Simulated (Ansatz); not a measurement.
**BF₂HS: a reaction path by the nudged elastic band**

What path joins these two structures, and how high does it climb? Both ends were relaxed at PBE0-D4 in triple zeta.

Computed with Ansatz 0.2.0, Gaussian basis. Level: PBE0-D4/def2-SVP.

17 further runs of the same task are left out: 1 that didn't finish, 16 set aside as unsound or not needed.

### 1 Starting geometry

The first end: 5 atoms, charge 0, spin multiplicity 1.

Atoms are counted from 1 here; the program's logs count them from 0.

Bond lengths: B1–F2 1.319 Å, B1–S3 1.800 Å, B1–F5 1.318 Å, S3–H4 1.342 Å. Angles: F2–B1–S3 122.6°, F2–B1–F5 118.2°, S3–B1–F5 119.1°, B1–S3–H4 94.6°.

As a file:

```mol
BF2HS
  3D, bonds by distance, orders not assigned

  5  4  0  0  0  0  0  0  0  0999 V2000
   -0.0620    0.5086   -0.1638 B   0  0
   -0.2179    0.9751    1.0600 F   0  0
    0.2161   -1.2365   -0.5089 S   0  0
    0.1771   -1.6082    0.7804 H   0  0
   -0.1133    1.3610   -1.1675 F   0  0
  1  2  8  0
  1  3  8  0
  1  5  8  0
  3  4  8  0
M  END
```

The second end:

```mol
BF2HS
  3D, bonds by distance, orders not assigned

  5  3  0  0  0  0  0  0  0  0999 V2000
    0.0470    0.2169   -1.0836 B   0  0
   -0.1665    0.1919    1.9194 F   0  0
    0.2617   -1.3730   -0.8726 S   0  0
   -0.0229   -0.4979    1.3117 H   0  0
   -0.1193    1.4622   -1.2748 F   0  0
  1  3  8  0
  1  5  8  0
  2  4  8  0
M  END
```

### 2 The band at PBE0-D4/def2-SVP

The input, neb/in.yaml:

```yaml
crystal:
  periodic: [false, false, false]
  atoms:
    - {symbol: B, position_ang: [-0.061976, 0.508559, -0.163844]}
    - {symbol: F, position_ang: [-0.217902, 0.975115, 1.059970]}
    - {symbol: S, position_ang: [0.216081, -1.236451, -0.508948]}
    - {symbol: H, position_ang: [0.177088, -1.608213, 0.780419]}
    - {symbol: F, position_ang: [-0.113291, 1.360990, -1.167497]}
basis:
  gaussian: {orbitals: def2-SVP}
hamiltonian: {xc: pbe0, dispersion: d4}
neb:
  images: 5
  climbing: true
  max_iterations: 40
  initial_path: idpp
  final_atoms:
    - {symbol: B, position_ang: [0.047015, 0.216852, -1.083552]}
    - {symbol: F, position_ang: [-0.166530, 0.191879, 1.919416]}
    - {symbol: S, position_ang: [0.261705, -1.372967, -0.872642]}
    - {symbol: H, position_ang: [-0.022903, -0.497919, 1.311678]}
    - {symbol: F, position_ang: [-0.119287, 1.462154, -1.274799]}
```

The run is started by

```bash
ansatz run in.yaml --threads 2 --pin off --events-out ev --progress --plain --max-ram 4352MiB
```

Q: Predict the outcome of this session. Wanted: from earlier runs: barrier over the separately found saddle, CCSD(T)/def2-TZVPP.

As calculated:

| quantity | value |
| --- | --- |
| PBE0-D4/def2-SVP, 12 iterations | highest 2.482 eV (image 3), last end +2.368 eV |
| from earlier runs: barrier over the separately found saddle, CCSD(T)/def2-TZVPP | 2.557 eV |

What this shows: The highest image lies 2.482 eV above the first end, and it climbed, so it estimates the saddle. The ends are not quite minima at this level (largest force component 0.21 eV/Å), so the heights are unreliable: relaxing the first end would lower it and raise the barrier above it. The highest image is 0.075 eV below the CCSD(T) barrier in triple zeta, which comes from separate runs on the saddle.
